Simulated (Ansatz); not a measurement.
# CH₅ClGeO: a ladder of functionals and wavefunction methods

The task here is to estimate one member of a computed series from the others.

The runs use Ansatz 0.2.0, Gaussian basis; functionals in def2-TZVPP, the program's frozen cores in correlated methods.

The runs, in order: LDA (SPW92), PBE-D4, revPBE-D4, BLYP-D4, r2SCAN-D4, B97M-V, PBE0-D4, B3LYP-D4, r2SCANh-D4, r2SCAN0-D4, HSE06-D4, BHLYP-D4, CAM-B3LYP-D4, LC-ωPBE, ωB97X-V, ωB97M-V, B2PLYP, PBE-QIDH; CCSD(T)/def2-SVP; CCSD(T)/def2-TZVPP; MP2/def2-QZVPP; extrapolation to the limit; RPA on PBE.

### The geometry

An earlier PBE0-D4 in a triple-zeta def2 set relaxation fixed the geometry.

SMILES `[CH3][GeH]([OH])[Cl]`, 9 atoms, charge 0, spin multiplicity 1.

Atoms are counted from 1 here; the program's logs count them from 0.

Bond lengths: C1–Ge2 1.936 Å, C1–H5 1.090 Å, C1–H6 1.091 Å, C1–H7 1.090 Å, Ge2–O3 1.770 Å, Ge2–Cl4 2.165 Å, Ge2–H8 1.530 Å, O3–H9 0.960 Å. Angles: Ge2–C1–H5 110.0°, Ge2–C1–H6 109.7°, Ge2–C1–H7 109.7°, H5–C1–H6 109.4°, H5–C1–H7 108.8°, H6–C1–H7 109.3°, C1–Ge2–O3 112.1°, C1–Ge2–Cl4 107.0°, C1–Ge2–H8 116.5°, O3–Ge2–Cl4 107.8°, O3–Ge2–H8 105.0°, Cl4–Ge2–H8 108.1°, Ge2–O3–H9 113.1°.

Set-up of the first run:

The input, in.yaml:

```yaml
crystal:
  periodic: [false, false, false]
  atoms:
    - {symbol: C, position_ang: [-0.263318, 1.169925, -0.351343]}
    - {symbol: Ge, position_ang: [-0.259619, -0.643283, 0.326066]}
    - {symbol: O, position_ang: [1.304808, -1.090014, 1.022650]}
    - {symbol: Cl, position_ang: [-0.633262, -1.950248, -1.358598]}
    - {symbol: H, position_ang: [-1.240649, 1.408126, -0.772318]}
    - {symbol: H, position_ang: [-0.038949, 1.865444, 0.458774]}
    - {symbol: H, position_ang: [0.490637, 1.272086, -1.132522]}
    - {symbol: H, position_ang: [-1.284133, -0.966349, 1.415830]}
    - {symbol: H, position_ang: [2.012886, -1.112187, 0.374461]}
basis:
  gaussian: {orbitals: def2-TZVPP}
hamiltonian: {xc: lda}
output: {orbitals: {seedname: orbitals}}
```

The run is started by

```console
ansatz run in.yaml --threads 4 --pin off --events-out ev --progress --plain --max-ram 10444MiB
```

Among the steps run: LDA; PBE-D4 (GGA); revPBE-D4 (GGA); BLYP-D4 (GGA); r2SCAN-D4 (meta-GGA); B97M-V (meta-GGA); PBE0-D4 (hybrid); B3LYP-D4 (hybrid); r2SCANh-D4 (hybrid); r2SCAN0-D4 (hybrid); HSE06-D4 (hybrid); BHLYP-D4 (hybrid); CAM-B3LYP-D4 (range-separated); LC-ωPBE (range-separated); ωB97X-V (range-separated); ωB97M-V (range-separated); B2PLYP (double hybrid); PBE-QIDH (double hybrid).

One of the session's tables, all rows but one given; the rest of the session is left out.

It belongs to the step «Orbital energies across the functionals». 

```
  functional  HOMO (eV)  LUMO (eV)  gap (eV)
 LDA (SPW92)      -7.23      -0.86      6.37
      PBE-D4      -7.08      -0.60      6.48
   revPBE-D4      -7.03      -0.50      6.53
     BLYP-D4      -6.96      -0.58      6.38
   r2SCAN-D4      -7.44      -0.21      7.23
      B97M-V      -7.55      -0.28      7.27
     PBE0-D4      -8.52       0.40      8.92
    B3LYP-D4      -8.28       0.04      8.32
  r2SCANh-D4      -7.97       0.14      8.11
  r2SCAN0-D4      -8.75       0.65      9.40
    HSE06-D4      -8.12       0.02      8.15
    BHLYP-D4          ?          ?         ?
CAM-B3LYP-D4      -9.90       1.30     11.20
     LC-ωPBE     -11.28       2.65     13.93
     ωB97X-V     -10.92       2.45     13.37
     ωB97M-V     -10.77       2.08     12.84
```

**Question.** Estimate the row for BHLYP-D4.

Worked estimate for «HOMO (eV)». Against the share of exact exchange, BLYP-D4 (0, -6.96), B3LYP-D4 (0.2, -8.28) give a slope of -6.60 per unit share; at 0.5 the line stands at -10.26.

As computed: HOMO (eV): -9.80; LUMO (eV): 1.21; gap (eV): 11.01. In «HOMO (eV)» the line misses by -0.46.
